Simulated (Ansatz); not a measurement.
Below is the output of a Python script on the Python package of Ansatz (0.2.0) that makes a single point of ScCo (distorted cell). Write a script that gives it. Use: r2SCAN, norm-conserving potentials, the default cutoff (1306 eV here), 4×4×4 k-points, Methfessel-Paxton smearing of 0.02 eV, collinear spin, D3BJ dispersion.

```
CELL_PARAMETERS angstrom
3.14500 0.00000 0.00000
0.00000 3.14500 0.00000
0.00000 0.00000 3.14500
ATOMIC_POSITIONS crystal
Sc 0.47621 0.41561 0.52473
Co 0.01618 0.01231 0.02501
```

```console
$ python run_scf.py
density residual by iteration (eV): 1.6e+01 5.9e+00 5.0e-01 2.5e-01 2.7e-01 1.3e-01 2.6e-02 2.8e-02 1.1e-02 1.3e-02 4.6e-03 2.5e-03 3.3e-03 2.2e-03 1.3e-03 5.8e-04 3.9e-04 1.2e-04 3.8e-05 5.9e-06 2.2e-06 5.4e-07 1.4e-07 7.4e-08
converged          True
n_iterations       24
n_electrons        28.0
n_kpoints          36
n_pw               3287
n_symmetry_ops     1
free_energy_ev     -5542.403469688636
fermi_energy_ev    13.529169691925697
from Sc to Co, 2.484 A
  0.000 A     0.0119 e/A^3
  0.311 A     6.3878 e/A^3
  0.621 A     2.9837 e/A^3
  0.932 A     0.5432 e/A^3
  1.242 A     0.3138 e/A^3
  1.553 A     0.6095 e/A^3
  1.863 A     3.7362 e/A^3
  2.174 A    24.5206 e/A^3
  2.484 A     6.7745 e/A^3
site moments (muB): [-0.29, 1.1]
electrons up, down: [14.172, 13.828]
ansatz rho
values in e/bohr^3 (x slowest, z fastest)
    2    0.000000    0.000000    0.000000
   40    0.148580    0.000000    0.000000
   40    0.000000    0.148580    0.000000
   40    0.000000    0.000000    0.148580
   21   21.000000    2.830206    2.470049    3.118569
   27   27.000000    0.096161    0.073161    0.148639
electrons from the file: 28.0
  atom      fx      fy     fz
0   Sc  0.5899  1.2763  0.004
1   Co -0.5899 -1.2763 -0.004
F without smearing: -5542.40347 eV
F without dispersion: -5541.98970 eV
```

The script that was run (others could print the same):

`run_scf.py`:
```python
"""SCF run for ScCo with displaced atoms."""

from pathlib import Path
import warnings

import ansatz
from ase import Atoms
from ase.io.cube import read_cube_data
from ase.units import Bohr
import numpy as np
import pandas as pd
from pymatgen.core import Structure
from scipy.ndimage import map_coordinates

warnings.simplefilter("ignore", ansatz.DeckWarning)

atoms = Atoms(
    ["Sc", "Co"],
    scaled_positions=[
        (0.47621, 0.41561, 0.52473),
        (0.01618, 0.01231, 0.02501),
    ],
    cell=[
        (3.145, 0.0, 0.0),
        (0.0, 3.145, 0.0),
        (0.0, 0.0, 3.145),
    ],
    pbc=True,
)
atoms.set_initial_magnetic_moments([0.0, 1.8])
structure = ansatz.Crystal.from_ase(atoms)

# functional, basis and sampling
base = (
    structure.calculation()
    .functional("r2SCAN", dispersion="d3bj")
    .pseudopotentials("nc")
    .kpoints(4, 4, 4)
    .occupations("methfessel_paxton", width=20 * ansatz.meV)
    .spin("collinear")
    .mixing("broyden", preconditioner="kerker_dos")
    .compute(density=True, output_files={"volumetric_format": "cube"}, forces=True)
)
history = []
result = base.session().plan().execute(on_event=lambda event: history.append(event["data"]["dr2_ev"]) if event["event"] == "scf_iter" else None)
summary = result.report
print("density residual by iteration (eV):", " ".join(f"{value:.1e}" for value in history[:40]))

for key in ("converged", "n_iterations", "n_electrons", "n_kpoints", "n_pw", "n_symmetry_ops", "free_energy_ev", "fermi_energy_ev"):
    print(f"{key:18s} {summary[key]}")

final = Structure(result.lattice.cell_ang, [s.symbol for s in result.lattice.sites], [s.position_frac for s in result.lattice.sites])
# the grid holds the pseudo-density, which differs from the true one inside the cores
rho = result.density()
total = sum(channel.density_e_per_ang3 for channel in rho.channels[:2])
grid_cell = np.asarray(rho.fft_grid_basis) @ result.lattice.cell_ang
partner = min(final.get_neighbors(final[0], 5.0), key=lambda n: n.nn_distance)
line = np.linspace(final[0].coords, partner.coords, 9)
points = (line @ np.linalg.inv(grid_cell)) * rho.dims
values = map_coordinates(total, points.T, order=3, mode="grid-wrap")
print(f"from {final[0].specie} to {partner.specie}, {partner.nn_distance:.3f} A")
for t, value in zip(np.linspace(0, partner.nn_distance, 9), values):
    print(f"{t:7.3f} A  {value:9.4f} e/A^3")

print("site moments (muB):", [round(m, 2) for m in summary["site_moments_mub"]])
print("electrons up, down:", [round(n, 3) for n in summary["spin_occupation_sums"]])

# cube files hold the density in electrons per cubic bohr
folder = Path(result.write_results("cubes"))
print("\n".join((folder / "rho.cube").read_text().splitlines()[: 6 + 2]))
values, cube_atoms = read_cube_data(str(folder / "rho.cube"))
print("electrons from the file:", round(values.mean() * cube_atoms.get_volume() / Bohr ** 3, 3))

# forces in eV per angstrom
table = pd.DataFrame(summary["forces_ev_ang"], columns=["fx", "fy", "fz"])
table.insert(0, "atom", [site["symbol"] for site in summary["lattice"]["sites"]])
print(table.round(4).to_string())

for term in (ansatz.EnergyTerm.SMEARING, ansatz.EnergyTerm.DISPERSION):
    print(f"F without {term.name.lower()}: {ansatz.free_energy_without(summary, term):.5f} eV")
```

What to keep in mind:
- These settings explore the input space; cutoff and mesh may be short of convergence.
- The magnetic order follows from the starting moments and needn't be the lowest.
- The dispersion term runs with damping parameters of another functional.
- Such functionals run on norm-conserving files made under PBE, which can move pressures by some GPa.
- Dispersion corrections can be off by several per cent in the lattices of metals, and by several GPa in the pressure at a fixed cell.
- For a metal this mesh is far too coarse, so the numbers only illustrate the procedure.
- The zero of the levels is a convention of the potentials, so an absolute Fermi energy is no work function.
- r2SCAN tends to overestimate the moments of itinerant magnets.
- The fields are valence quantities on the plane-wave grid; their values near the nuclei depend on the potentials.
- The cell is a database structure, distorted on purpose.
- The script silences the warnings on its input, which a real study should read.
- The whole script took 110 s on 1 thread of Arm Neoverse V1 (shared host), peak memory 0.87 GiB.

(Lines on the test bed's own set-up are left out of the output.)
